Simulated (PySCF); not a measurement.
The system is CAlFSH4, in a box.

```
CELL_PARAMETERS angstrom
13.00000 0.00000 0.00000
0.00000 14.00000 0.00000
0.00000 0.00000 11.00000
ATOMIC_POSITIONS crystal
C 0.45624 0.61070 0.50634
Al 0.52296 0.48723 0.50380
F 0.64902 0.48007 0.48890
S 0.44615 0.34965 0.51944
H 0.37273 0.60518 0.51421
H 0.48438 0.65335 0.58274
H 0.47395 0.65059 0.42344
H 0.35298 0.39067 0.52880
```

Program: PySCF 2.14.0. Alike in all runs: task atomic charges; potentials or basis cc-pvdz (all-electron); no spin polarisation; cell as given; k mesh 1 × 1 × 1; smearing fixed.

Order these runs on this cell by their band gap on the k mesh, lowest first.
A. level AM05+D4; three-body dispersion term yes
B. level revTPSS+D3(BJ); three-body dispersion term no
C. level M06-L
D. level HSE06; exxdiv ewald

A (5.45 eV), B (5.70 eV), C (6.18 eV), D (6.64 eV).

Caveats: this is a molecule in a periodic box at the Γ point, so its band gap is the HOMO-LUMO gap; the basis of atomic orbitals isn't converged, which shifts pressures, moduli and gaps; this program's HSE differs a little from the usual definition (some runs); the D4 parameters stored for this functional may belong to another (some runs).

Runs at the PBE level aren't shown here.
